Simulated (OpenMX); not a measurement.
Runs of OpenMX 3.8.5 on SiF. It takes space group Pm-3m (No. 221, cubic). Conventional cell: a = 3.029 Å, b = 3.029 Å, c = 3.029 Å, α = 90.00°, β = 90.00°, γ = 90.00°. Around Si (site symmetry m-3m) lie 8 F at 2.62 Å. Around F (site symmetry m-3m) lie 8 Si at 2.62 Å. The cell was built by a generator and needn't be a form met in nature.

```tsv
level	gap on the mesh (eV)	pressure (GPa)
PBE	none	(a)
PBE+D3(BJ)	none	-1.6
PBE+D3	none	-0.5
PBE+D4	none	-0.2
```

Alike in all rows: task single point; potentials or basis OpenMX 2013 PBE set, Si7.0-s2p2d1, F6.0-s2p2d1, grid cutoff 400 Ry; no spin polarisation; cell as given; k mesh 7 × 7 × 7; smearing fermi-dirac 0.05 eV.

Estimate the missing entries.

(a) 0.2.

Caveats: the basis of atomic orbitals isn't converged, which shifts pressures, moduli and gaps; an odd number of electrons without spin polarisation forces a metal; a magnetic or distorted state may lie lower; pairwise dispersion overbinds metals, which lowers pressure and volume (some runs).

A gap of «none» marks a metal or a gap under the smearing width.
